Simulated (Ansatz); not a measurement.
# CuAgS2: the cost of one run

Method: DFT PBE, scalar-relativistic, plane waves, PAW, in Ansatz 0.2.0.

1 further run of the same task is left out (it didn't finish).

## (1) The system as given

The structure is tetragonal, space group P4/mmm (No. 123). The conventional cell has a = 4.919 Å, b = 4.919 Å, c = 2.722 Å, α = 90.00°, β = 90.00°, γ = 90.00°. Cu (site symmetry 4/mmm) has 4 S at 2.46 Å and 2 Cu at 2.72 Å in its first shell of neighbours. Ag (site symmetry 4/mmm) has 2 Ag at 2.72 Å and 8 S at 2.81 Å in its first shell of neighbours. S (site symmetry mmm) has 2 Cu at 2.46 Å and 4 Ag at 2.81 Å in its first shell of neighbours.

Structure file:

```cif
data_structure
_symmetry_space_group_name_H-M 'P 1'
_symmetry_Int_Tables_number 1
_cell_length_a 4.9189
_cell_length_b 4.9189
_cell_length_c 2.7216
_cell_angle_alpha 90.000
_cell_angle_beta 90.000
_cell_angle_gamma 90.000
_cell_volume 65.85
loop_
_atom_site_label
_atom_site_type_symbol
_atom_site_fract_x
_atom_site_fract_y
_atom_site_fract_z
_atom_site_occupancy
Cu1 Cu 0.00000 0.00000 0.00000 1
Ag1 Ag 0.50000 0.50000 0.50000 1
S1 S 0.50000 0.00000 0.00000 1
S2 S 0.00000 0.50000 0.00000 1
```

Recipe of the guess: perovskite family, infinite layers (P4/mmm, No. 123). Lengths come from tabulated atomic sizes and are only a guess.

## (2) A first look at the guess

Contents of input.yaml:

```yaml
crystal:
  lattice:
    - [4.91885048, 0.0, 0.0]
    - [0.0, 4.91885048, 0.0]
    - [0.0, 0.0, 2.72157522]
  atoms:
    - { symbol: Cu, position: [0.0, 0.0, 0.0], spin: 1.0 }
    - { symbol: Ag, position: [0.5, 0.5, 0.5] }
    - { symbol: S, position: [0.5, 0.0, 0.0] }
    - { symbol: S, position: [0.0, 0.5, 0.0] }
basis:
  ecutwfc: 420
kpoints:
  mp_grid: { grid: [4, 4, 6] }
hamiltonian:
  xc: pbe
scf:
  occupations: { method: gaussian, width: 0.1 }
  lower_state_search: "off"
output:
  forces: true
  stress: true
  eigenvalues: true
  populations: true
magnetization:
  spin_polarized: true
```

On the command line:

```sh
$ ansatz run input.yaml --threads 1 --pin off --max-ram 2560MiB --backend cpu --events-out ev --progress --plain --runs-dir out
```

**Question.** How long does this run take on 1 thread of Intel Xeon at 2.50GHz (Skylake/Cascade Lake), shared host, and how much memory does it need?

About 27 s, with a peak of 0.42 GiB.
